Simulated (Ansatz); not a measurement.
# SiO2F− (SMILES O=[Si]([O-])F): one structure at several levels

One table from this session's results is given with a row withheld; the runs are named, their logs left out.

The runs use Ansatz 0.2.0, Gaussian basis; single points in def2-TZVPPD.

Correlated methods freeze the cores.

## The starting structure

SMILES `O=[Si]([O-])F`, 4 atoms, charge -1, spin multiplicity 1.

Atoms are counted from 1 here; the program's logs count them from 0.

Bond lengths: O1–Si2 1.578 Å, Si2–O3 1.591 Å, Si2–F4 1.615 Å. Angles: O1–Si2–O3 136.7°, O1–Si2–F4 110.8°, O3–Si2–F4 112.0°.

Coordinates:

```csv
atom,x (Å),y (Å),z (Å)
O1,0.8592,0.7356,1.1628
Si2,0.0923,-0.0721,0.0448
O3,-0.2152,-1.6005,-0.2732
F4,-0.7509,0.9246,-0.9057
```

The first run:

run/in.yaml

```yaml
crystal:
  periodic: [false, false, false]
  atoms:
    - {symbol: O, position_ang: [0.859190, 0.735589, 1.162833]}
    - {symbol: Si, position_ang: [0.092343, -0.072132, 0.044834]}
    - {symbol: O, position_ang: [-0.215217, -1.600507, -0.273250]}
    - {symbol: F, position_ang: [-0.750899, 0.924647, -0.905743]}
basis:
  gaussian: {orbitals: "def2-TZVPPD.json"}
total_charge: -1
hamiltonian: {xc: pbe, dispersion: d4}
output: {forces: true}
```

The basis file named in the input lies beside it (Basis Set Exchange, JSON).

Launch:

```
ansatz run in.yaml --threads 2 --pin off --events-out ev --progress --plain --max-ram 3481MiB
```

Among the steps run: PBE-D4/def2-TZVPPD; r2SCAN-D4/def2-TZVPPD; PBE0-D4/def2-TZVPPD; wB97M-V/def2-TZVPPD; CCSD(T)/def2-TZVPPD.

One of the session's tables, all rows but one given; the rest of the session is left out.

```
   method  RMS force component (eV/Å)  angle to CCSD(T) forces (°)
   PBE-D4                       0.760                         21.3
r2SCAN-D4                       0.926                          2.5
  PBE0-D4                           ?                            ?
  wB97M-V                       1.031                          3.5
  CCSD(T)                       0.853                    reference
```

Q: Estimate the row for PBE0-D4 from the others.

As computed: RMS force component (eV/Å): 1.029; angle to CCSD(T) forces (°): 4.8. In the column «RMS force component (eV/Å)» it lies between r2SCAN-D4 (0.926) and wB97M-V (1.031).
